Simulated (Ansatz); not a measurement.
**CH₆FNOTi: vertical ionisation energy**

An exercise on one series of results from a longer session: the logs are not shown, and one member is left open.

Computed with Ansatz 0.2.0, Gaussian basis. Level: unrestricted cation, the program's frozen cores in correlated methods.

Plan: UKS PBE-D4/def2-TZVPP; UKS r2SCAN-D4/def2-TZVPP; UKS PBE0-D4/def2-TZVPP; UKS B3LYP-D4/def2-TZVPP; UKS wB97X-V/def2-TZVPP; UKS wB97M-V/def2-TZVPP; UKS B2PLYP/def2-TZVPP; UHF-CCSD(T)/def2-TZVPP; UHF-MP2/def2-QZVPP; extrapolation to the limit; then −ε(HOMO) from the neutral's earlier runs with LDA (SPW92), PBE-D4, revPBE-D4, BLYP-D4, r2SCAN-D4, B97M-V, PBE0-D4, B3LYP-D4, r2SCANh-D4, r2SCAN0-D4, HSE06-D4, BHLYP-D4, CAM-B3LYP-D4, LC-ωPBE, ωB97X-V, ωB97M-V.

### Structure used throughout

All runs share one geometry, relaxed beforehand with PBE0-D4 in a triple-zeta def2 set.

SMILES `[CH3][Ti]([NH2])([OH])[F]`, 11 atoms, charge 0, spin multiplicity 1.

Atoms are counted from 1 here; the program's logs count them from 0.

Bond lengths: C1–Ti2 2.068 Å, C1–H6 1.094 Å, C1–H7 1.095 Å, C1–H8 1.093 Å, Ti2–N3 1.871 Å, Ti2–O4 1.782 Å, Ti2–F5 1.769 Å, N3–H9 1.010 Å, N3–H10 1.011 Å, O4–H11 0.956 Å. Angles: Ti2–C1–H6 110.0°, Ti2–C1–H7 108.6°, Ti2–C1–H8 110.7°, H6–C1–H7 109.1°, H6–C1–H8 109.1°, H7–C1–H8 109.2°, C1–Ti2–N3 105.2°, C1–Ti2–O4 105.5°, C1–Ti2–F5 104.5°, N3–Ti2–O4 109.8°, N3–Ti2–F5 111.8°, O4–Ti2–F5 118.8°, Ti2–N3–H9 125.1°, Ti2–N3–H10 124.5°, H9–N3–H10 110.4°, Ti2–O4–H11 144.7°.

Set-up of the first run:

Input file in.yaml:

```yaml
crystal:
  periodic: [false, false, false]
  atoms:
    - {symbol: C, position_ang: [-0.097458, 1.575866, -0.061871]}
    - {symbol: Ti, position_ang: [-0.032879, -0.418936, 0.480056]}
    - {symbol: N, position_ang: [1.107580, -1.227630, -0.762819]}
    - {symbol: O, position_ang: [-1.692683, -1.027500, 0.259940]}
    - {symbol: F, position_ang: [0.664519, -0.414862, 2.105280]}
    - {symbol: H, position_ang: [0.906651, 2.007570, -0.021140]}
    - {symbol: H, position_ang: [-0.745629, 2.107714, 0.642849]}
    - {symbol: H, position_ang: [-0.495304, 1.689216, -1.073036]}
    - {symbol: H, position_ang: [0.805968, -1.753816, -1.570750]}
    - {symbol: H, position_ang: [2.115586, -1.243847, -0.688581]}
    - {symbol: H, position_ang: [-2.470850, -1.350875, 0.710675]}
basis:
  gaussian: {orbitals: def2-TZVPP}
total_charge: 1
magnetization: {spin_polarized: true, initial_magnetization: 1}
hamiltonian: {xc: pbe, dispersion: d4}
```

On the command line:

```console
$ ansatz run in.yaml --threads 2 --pin off --events-out ev --progress --plain --max-ram 22528MiB --backend cuda --devices 0, --max-vram 18GiB
```

Steps of the session up to this table: Cation, UKS PBE-D4/def2-TZVPP; Cation, UKS r2SCAN-D4/def2-TZVPP; Cation, UKS PBE0-D4/def2-TZVPP; Cation, UKS B3LYP-D4/def2-TZVPP; Cation, UKS wB97X-V/def2-TZVPP; Cation, UKS wB97M-V/def2-TZVPP; Cation, UKS B2PLYP (frozen core)/def2-TZVPP; Cation, UHF-CCSD(T)/def2-TZVPP; Cation, UHF-MP2/def2-QZVPP.

One of the session's tables, all rows but one given; the rest of the session is left out.

It belongs to the step «Ionisation energies side by side». Orbital estimates, from the neutral's runs:

```
  functional  −ε(HOMO) (eV)
 LDA (SPW92)           6.33
      PBE-D4           6.18
   revPBE-D4           6.11
     BLYP-D4           6.06
   r2SCAN-D4           6.48
      B97M-V           6.56
     PBE0-D4           7.62
    B3LYP-D4           7.38
  r2SCANh-D4           7.02
  r2SCAN0-D4           7.82
    HSE06-D4           7.21
    BHLYP-D4           8.95
CAM-B3LYP-D4           9.06
     LC-ωPBE              ?
     ωB97X-V          10.09
     ωB97M-V           9.98
```

Q: Estimate the row for LC-ωPBE from the others.

As computed: −ε(HOMO) (eV): 10.46. In the column «−ε(HOMO) (eV)» it is the highest.
